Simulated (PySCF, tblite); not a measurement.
**C6H9NSi: dynamics, then NMR shifts on frames, part 1 of 2**

Aim: move C6H9NSi (`C=Cc1ccn([SiH3])c1`) away from its starting geometry and see how NMR shifts follow the geometry.

The runs use tblite 0.8.0 and PySCF 2.14.0, with density-fitted response routines of our own; the level of theory stands in each step. All values are computed, except where a source is named. Atoms are numbered from 0 throughout.

## Step 1: Starting geometry

17 atoms, charge 0, multiplicity 1; geometry from: GFN2-xTB.

Bonds of the start (Å): C0–C1 1.33, C1–C2 1.44, C2–C3 1.43, C3–C4 1.36, C4–N5 1.37, N5–Si6 1.75, N5–C7 1.37, C7–C2 1.37, C0–H8 1.08, C0–H9 1.08, C1–H10 1.08, C3–H11 1.07, C4–H12 1.07, Si6–H13 1.46, Si6–H14 1.46, Si6–H15 1.47, C7–H16 1.07.

## Step 2: Thermal motion with GFN2-xTB

The job: settings as JSON, then the geometry in Å.

```
{"job": {"kind": "md", "xc": "GFN2-xTB", "basis": "xTB", "temperature": 400, "steps": 2000, "every": 50, "frames": 5}, "charge": 0, "multiplicity": 1}
C      3.330749    -0.122800     0.338380
C      2.168091    -0.754872     0.450382
C      0.867537    -0.156290     0.254743
C      0.555126     1.194681    -0.083099
C     -0.796318     1.283123    -0.168926
N     -1.361533     0.059778     0.093094
Si    -3.071309    -0.294905     0.169960
C     -0.336867    -0.806215     0.354115
H      4.267939    -0.628854     0.494262
H      3.390038     0.921890     0.086172
H      2.149730    -1.807832     0.705490
H      1.255439     1.990414    -0.241881
H     -1.418633     2.124830    -0.401886
H     -3.189636    -1.725614    -0.096250
H     -3.703049     0.521193    -0.863732
H     -3.574461     0.046495     1.502863
H     -0.539842    -1.832993     0.589682
```

With the program's defaults for keys left out, this is: GFN2-xTB Langevin dynamics, gas phase.

Started as:

```
$ OMP_NUM_THREADS=1 python probes_run.py task.json out
```

This one command runs all jobs of the session in turn.

Output:

```text
t/fs     T/K      E/eV
    0.0   345.3   -600.92706
   25.0   248.2   -600.49026
   50.0   294.5   -600.32629
   75.0   310.3   -600.32222
  100.0   222.7   -600.13596
  125.0   334.2   -600.09289
  150.0   371.5   -600.29359
  175.0   392.2   -600.31743
  200.0   218.3   -600.17677
  225.0   312.1   -600.44314
  250.0   338.0   -600.36448
  275.0   444.8   -600.46531
  300.0   311.4   -600.18453
  325.0   328.2   -599.86400
  350.0   404.9   -600.23820
  375.0   400.2   -600.19332
  400.0   331.8   -600.22177
  425.0   320.8   -600.25389
  450.0   253.9   -600.17893
  475.0   367.0   -600.36080
  500.0   357.5   -600.27821
  525.0   366.5   -600.28542
  550.0   403.4   -600.15071
  575.0   407.2   -600.32311
  600.0   397.1   -600.30520
  625.0   323.9   -600.02869
  650.0   398.9   -600.22931
  675.0   434.1   -600.22540
  700.0   405.6   -600.19159
  725.0   363.9   -599.99161
  750.0   429.2   -600.19835
  775.0   358.8   -600.07498
  800.0   328.3   -600.17081
  825.0   421.3   -600.19067
  850.0   383.8   -600.29009
  875.0   348.3   -600.37118
  900.0   411.3   -600.24278
  925.0   423.1   -600.30596
  950.0   370.1   -600.24827
  975.0   425.2   -600.13231
 1000.0   384.8   -600.30578
```

It took 14 s on 1 thread of Arm Neoverse V1, shared host; peak memory 0.18 GiB.

Distance from the start (root mean square after alignment): 0 fs 0.00 Å, 200 fs 0.78 Å, 400 fs 1.13 Å, 600 fs 1.22 Å, 800 fs 1.09 Å, 1000 fs 1.04 Å.

Positions (Å) and forces (eV/Å) at 1000 fs:

```xyz
17

C     1.336    2.150    2.587   -0.688    0.642   -0.506
C     0.893    0.938    2.283   -0.163   -1.503   -0.313
C    -0.267    0.640    1.407    0.906    0.166    0.419
C    -0.666    1.553    0.392   -0.947   -0.647    0.476
C    -1.857    1.124   -0.087   -0.548   -0.143   -1.308
N    -2.140   -0.121    0.438   -0.764    1.037   -0.321
Si   -3.686   -0.859   -0.006    0.876    0.162   -0.346
C    -1.175   -0.384    1.347   -0.295   -1.586    0.953
H     2.210    2.268    3.235   -0.583    0.278   -0.454
H     0.767    3.028    2.159    1.060   -0.896    0.838
H     1.427    0.044    2.664   -0.417    0.562   -0.102
H    -0.057    2.324    0.064    0.482    1.370   -0.353
H    -2.545    1.516   -0.863    0.902   -0.147    0.691
H    -3.579   -0.465   -1.419   -0.488   -0.165   -0.022
H    -4.806   -0.250    0.710    0.064   -0.119    0.042
H    -3.498   -2.300    0.088   -0.116   -0.037    0.217
H    -1.334   -1.372    1.824    0.718    1.028    0.089
```

## Step 3: Shielding tensors: 250 fs, PBE0/pcSseg-1

The job: settings as JSON, then the geometry in Å.

```
{"job": {"kind": "nmr", "xc": "PBE0", "basis": "pcSseg-1", "pop": false}, "charge": 0, "multiplicity": 1}
C      2.950300    -0.046200     0.167300
C      1.859300    -0.612100     0.514000
C      0.508800    -0.073400     0.355400
C      0.043700     1.267300     0.124100
C     -1.273800     1.232500     0.026000
N     -1.743100    -0.098000     0.291600
Si    -3.403600    -0.586000     0.287200
C     -0.636900    -0.818200     0.473100
H      3.864400    -0.512500     0.296900
H      3.070300     0.961700    -0.305000
H      1.805200    -1.608500     0.805300
H      0.571700     2.186900     0.061900
H     -1.892100     2.070400    -0.256200
H     -3.739000    -0.797100     1.706900
H     -3.532100    -1.854800    -0.511400
H     -4.087200     0.575300    -0.273000
H     -0.700800    -1.831600     0.618600
```

With the program's defaults for keys left out, this is: GIAO PBE0/pcSseg-1 NMR shielding, non-relativistic, gas phase.

Output:

```text
coarse grid: 14784 points
cycle   1  E = -577.6366649255  dE =  1.458e+00  |g| = 4.507e-01  |ddm| = 3.999e+00
cycle   2  E = -577.6125974168  dE =  2.407e-02  |g| = 5.434e-01  |ddm| = 1.148e+00
cycle   3  E = -577.6897182530  dE = -7.712e-02  |g| = 1.321e-01  |ddm| = 7.278e-01
cycle   4  E = -577.6937300964  dE = -4.012e-03  |g| = 3.910e-02  |ddm| = 1.505e-01
cycle   5  E = -577.6940527175  dE = -3.226e-04  |g| = 1.028e-02  |ddm| = 3.735e-02
cycle   6  E = -577.6940725680  dE = -1.985e-05  |g| = 3.337e-03  |ddm| = 1.007e-02
cycle   7  E = -577.6940748701  dE = -2.302e-06  |g| = 3.225e-04  |ddm| = 2.327e-03
final grid: 138520 points
cycle   8  E = -577.7399752187  dE = -3.847e-05  |g| = 6.967e-03  |ddm| = 4.366e-02
cycle   9  E = -577.7399727886  dE =  2.430e-06  |g| = 7.794e-03  |ddm| = 1.622e-02
cycle  10  E = -577.7399879229  dE = -1.513e-05  |g| = 9.085e-04  |ddm| = 8.439e-03
cycle  11  E = -577.7399880845  dE = -1.616e-07  |g| = 3.044e-04  |ddm| = 8.680e-04
cycle  12  E = -577.7399881031  dE = -1.857e-08  |g| = 1.097e-04  |ddm| = 3.349e-04
cycle  13  E = -577.7399881059  dE = -2.794e-09  |g| = 3.190e-05  |ddm| = 1.357e-04
cycle  14  E = -577.7399881061  dE = -2.331e-10  |g| = 8.859e-06  |ddm| = 3.590e-05
converged SCF energy = -577.7399881061

GIAO shielding tensors (ppm)
atom      isotropic    diamagn.    paramagn.     s11        s22        s33       span
  0 C       79.232     253.579    -174.347    -16.511     83.511    170.698    187.209
  1 C       59.707     250.283    -190.575    -49.793     64.642    164.273    214.065
  2 C       51.475     258.617    -207.142     -9.029     29.500    133.954    142.983
  3 C       71.915     252.331    -180.416    -20.570     67.368    168.948    189.518
  4 C       51.002     255.738    -204.736    -31.117     72.061    112.061    143.178
  5 N      109.710     334.999    -225.289     20.193    104.152    204.785    184.592
  6 Si     400.735     880.010    -479.276    365.165    388.624    448.415     83.250
  7 C       59.186     253.089    -193.903    -19.494     58.075    138.979    158.473
  8 H       27.567      29.040      -1.473     25.887     25.897     30.916      5.028
  9 H       25.706      31.086      -5.380     23.084     24.740     29.292      6.208
 10 H       25.684      32.545      -6.861     22.632     24.475     29.944      7.311
 11 H       25.179      33.969      -8.790     22.535     25.293     27.708      5.173
 12 H       24.834      32.553      -7.719     21.397     26.055     27.050      5.653
 13 H       26.365      27.997      -1.631     22.991     24.312     31.793      8.803
 14 H       25.991      28.126      -2.136     22.391     24.676     30.904      8.513
 15 H       26.687      28.599      -1.913     22.527     26.387     31.146      8.619
 16 H       25.946      36.391     -10.445     22.728     25.852     29.258      6.529
```

Run time: 32 s. Hardware: 1 thread of Arm Neoverse V1, shared host; peak memory 0.78 GiB.

The references, computed at this level on geometries of the same kind, shield at (ppm): ¹H TMS 31.72, ¹³C TMS 186.9, ²⁹Si TMS 349.2, ¹⁵N NH3 267.7. Their shielding less the atom's gives the shift. The references are single molecules in the gas phase, so shifts against H2O, NH3, PH3, H3PO4 or CFCl3 are not on the usual liquid scales and can be off by tens of ppm. Each atom is listed at this fixed geometry, with no averaging over motion; a spectrum would average atoms that exchange fast.

```csv
atoms,environment,σ (ppm),δ (ppm)
C4,aromatic CH next to a ring nitrogen,51.0,135.9
C2,substituted aromatic carbon,51.5,135.5
C7,aromatic CH next to a ring nitrogen,59.2,127.7
C1,alkene CH,59.7,127.2
C3,aromatic CH,71.9,115.0
C0,terminal =CH2 carbon,79.2,107.7
H12,hydrogen on an aromatic CH next to a ring nitrogen,24.83,6.88
H11,hydrogen on an aromatic CH,25.18,6.54
H10,hydrogen on an alkene CH,25.68,6.03
H9,hydrogen on a terminal =CH2 carbon,25.71,6.01
H16,hydrogen on an aromatic CH next to a ring nitrogen,25.95,5.77
H14,hydrogen on a silicon bonded to N,25.99,5.73
H13,hydrogen on a silicon bonded to N,26.37,5.35
H15,hydrogen on a silicon bonded to N,26.69,5.03
H8,hydrogen on a terminal =CH2 carbon,27.57,4.15
N5,pyrrole-type ring nitrogen,109.7,158.0
Si6,"silicon bonded to N, 3 H",400.7,-51.6
```

Ring of atoms C2, C3, C4, N5, C7: NICS(0) -11.1, NICS(1) -9.9, NICS(1)zz -25.3 ppm (means of both faces).

The fields below are evaluated on a grid from the run's orbitals.

Frontier orbitals at PBE0/pcSseg-1, with the share of their density that lies nearest to each atom:

```csv
orbital,energy (eV),lies on
HOMO,-5.91,"C2, C7 about 21 % each; C0, C4 about 15 % each; N5 8 %"
LUMO,0.04,"C0, C1, C7 about 17 % each; C2 10 %; N5 6 %"
```

ELF in a plane through or near 13 of the atoms.

Ten even steps from '0' (0.00) to '9' (1.00):
```
0000000000000000000000000000
0000000000000000000000000000
0000000000000000000000000000
0000000000142000771000000000
0000000000999205997000000000
0000001000999517997003200000
0000069910698573992089960000
0000189970151184340299990000
0000059960168545851599981000
0000247452455505266159950000
0005996485862848473780210000
0007999571576844662550100000
0004996158721578102355100000
0000561079940799401564100000
0000000089930799500232000000
0000000048700399100000000000
0000000000000000000000000000
0000000000000000000000000000
0000000000000000000000000000
0000000000000000000000000000
```
The map spans 13.6 Å across and 9.7 Å up, centred on the molecule. Atoms in the plane (x, y in Å): C0 (-3.3, -0.1), C1 (-2.2, -0.7), C2 (-0.9, -0.1), C3 (-0.5, 1.3), C4 (0.8, 1.3), N5 (1.4, 0.0), Si6 (3.1, -0.4), C7 (0.3, -0.8), H8 (-4.2, -0.7), H9 (-3.5, 0.9), H12 (1.4, 2.2), H15 (3.7, 0.9), H16 (0.4, -1.8).

On the surface of density 0.002 e/bohr³ the electrostatic potential runs, from the 1st to the 99th percentile, from -0.99 V near C2 to 1.59 V near H14.

## Step 4: Shielding tensors: 425 fs, PBE0/pcSseg-1

The job: settings as JSON, then the geometry in Å.

```
{"job": {"kind": "nmr", "xc": "PBE0", "basis": "pcSseg-1", "pop": false}, "charge": 0, "multiplicity": 1}
C      2.843200     0.420500     0.697100
C      1.664700    -0.260900     0.459800
C      0.333200     0.180200     0.540900
C     -0.213900     1.471000     0.335500
C     -1.541800     1.368500     0.255400
N     -1.875800     0.072300     0.523600
Si    -3.395800    -0.767700     0.214200
C     -0.753300    -0.606100     0.764300
H      3.751000    -0.099000     0.670200
H      2.851300     1.520700     0.807700
H      1.696600    -1.371000     0.407500
H      0.479800     2.299200     0.108500
H     -2.263500     2.026600    -0.090400
H     -4.426700    -0.522700     1.214400
H     -3.101000    -2.223900     0.338200
H     -3.835500    -0.411000    -1.065900
H     -0.777600    -1.704700     0.892900
```

Method: GIAO PBE0/pcSseg-1 NMR shielding, non-relativistic, gas phase.

Output:

```text
coarse grid: 14784 points
cycle   1  E = -577.6409316816  dE =  1.441e+00  |g| = 4.264e-01  |ddm| = 3.962e+00
cycle   2  E = -577.6129072591  dE =  2.802e-02  |g| = 5.410e-01  |ddm| = 1.157e+00
cycle   3  E = -577.6900451007  dE = -7.714e-02  |g| = 1.159e-01  |ddm| = 7.450e-01
cycle   4  E = -577.6930074014  dE = -2.962e-03  |g| = 3.985e-02  |ddm| = 1.399e-01
cycle   5  E = -577.6933467848  dE = -3.394e-04  |g| = 1.063e-02  |ddm| = 4.308e-02
cycle   6  E = -577.6933698162  dE = -2.303e-05  |g| = 2.932e-03  |ddm| = 1.101e-02
cycle   7  E = -577.6933716404  dE = -1.824e-06  |g| = 4.667e-04  |ddm| = 2.463e-03
final grid: 138520 points
cycle   8  E = -577.7374534864  dE = -3.045e-05  |g| = 7.021e-03  |ddm| = 4.291e-02
cycle   9  E = -577.7374494637  dE =  4.023e-06  |g| = 8.319e-03  |ddm| = 1.584e-02
cycle  10  E = -577.7374659006  dE = -1.644e-05  |g| = 1.261e-03  |ddm| = 8.501e-03
cycle  11  E = -577.7374662408  dE = -3.401e-07  |g| = 3.366e-04  |ddm| = 1.305e-03
cycle  12  E = -577.7374662669  dE = -2.613e-08  |g| = 1.089e-04  |ddm| = 4.408e-04
cycle  13  E = -577.7374662697  dE = -2.813e-09  |g| = 2.481e-05  |ddm| = 1.235e-04
cycle  14  E = -577.7374662698  dE = -1.294e-10  |g| = 7.819e-06  |ddm| = 3.042e-05
converged SCF energy = -577.7374662698

GIAO shielding tensors (ppm)
atom      isotropic    diamagn.    paramagn.     s11        s22        s33       span
  0 C       65.889     254.792    -188.903    -47.278     78.810    166.135    213.413
  1 C       40.529     251.034    -210.505    -82.376     49.237    154.726    237.102
  2 C       53.911     259.456    -205.545    -11.342     25.132    147.942    159.284
  3 C       70.187     253.754    -183.567     -8.818     57.147    162.231    171.049
  4 C       66.786     254.450    -187.664     -6.977     68.025    139.310    146.287
  5 N      109.998     335.980    -225.982     17.591    102.211    210.192    192.601
  6 Si     395.588     879.349    -483.761    344.119    376.949    465.695    121.576
  7 C       54.672     258.083    -203.411    -15.093     63.236    115.873    130.965
  8 H       26.456      29.776      -3.320     23.390     25.685     30.294      6.905
  9 H       25.298      31.191      -5.893     22.394     23.626     29.874      7.479
 10 H       24.304      31.388      -7.084     21.130     22.862     28.920      7.790
 11 H       24.359      32.859      -8.500     21.134     25.571     26.373      5.239
 12 H       25.882      32.918      -7.036     22.187     27.047     28.411      6.225
 13 H       26.645      27.520      -0.875     23.310     24.668     31.956      8.646
 14 H       26.406      28.625      -2.219     22.329     26.306     30.583      8.254
 15 H       27.546      29.618      -2.072     23.614     25.845     33.181      9.567
 16 H       24.882      34.922     -10.041     21.023     25.465     28.157      7.134
```

Wall time 24 s (1 thread of Arm Neoverse V1, shared host); peak memory 0.92 GiB.

In short: δ C1 146.4, C2 133.0, C7 132.3, C0 121.0, H10 7.41, H11 7.36 ppm.

(Continued in part 2 of 2.)
